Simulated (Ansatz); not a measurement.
# GeSb3O2: the cost of one run

Program: Ansatz 0.2.0. Level of theory: DFT PBE, scalar-relativistic, plane waves, PAW. These are calculated values, not measurements.

1 further run of the same task is left out (it didn't finish).

**1. The system as given**

It takes space group P6/mmm (No. 191, hexagonal). Conventional cell: a = 5.307 Å, b = 5.307 Å, c = 5.003 Å, α = 90.00°, β = 90.00°, γ = 120.00°. Ge (site symmetry 6/mmm) is surrounded by 2 O at 1.89 Å. Around Sb (site symmetry mmm) lie 4 Sb at 2.65 Å and 4 O at 2.72 Å. Around O (site symmetry 6mm) lie 1 O at 1.23 Å.

Structure file:

```
CELL_PARAMETERS angstrom
5.30717 0.00000 0.00000
-2.65358 4.59614 0.00000
0.00000 0.00000 5.00296
ATOMIC_POSITIONS crystal
Ge 0.00000 0.00000 0.00000
Sb 0.50000 0.00000 0.50000
Sb 0.00000 0.50000 0.50000
Sb 0.50000 0.50000 0.50000
O 0.00000 0.00000 0.37692
O 0.00000 0.00000 0.62308
```

Recipe of the guess: random cell by space group and Wyckoff sites (P6/mmm, No. 191). Its size is a rough estimate.

**2. Probe: one point on a coarse mesh**

input.yaml

```yaml
crystal:
  lattice:
    - [5.30716891, 0.0, 0.0]
    - [-2.65358445, 4.59614309, 0.0]
    - [0.0, 0.0, 5.0029626]
  atoms:
    - { symbol: Ge, position: [0.0, 0.0, 0.0] }
    - { symbol: Sb, position: [0.5, 0.0, 0.5] }
    - { symbol: Sb, position: [0.0, 0.5, 0.5] }
    - { symbol: Sb, position: [0.5, 0.5, 0.5] }
    - { symbol: O, position: [0.0, 0.0, 0.37692319] }
    - { symbol: O, position: [0.0, 0.0, 0.62307681] }
basis:
  ecutwfc: 420
kpoints:
  mp_grid: { grid: [6, 6, 4] }
hamiltonian:
  xc: pbe
scf:
  occupations: { method: gaussian, width: 0.1 }
  lower_state_search: "off"
output:
  forces: true
  stress: true
  eigenvalues: true
```

Started as:

```bash
$ ansatz run input.yaml --threads 1 --pin off --max-ram 2560MiB --backend cpu --events-out ev --progress --plain --runs-dir out
```

**Question.** How long does this run take on 1 thread of Intel Xeon at 2.70GHz, shared host, and how much memory does it need?

About 7 s, with a peak of 0.45 GiB.
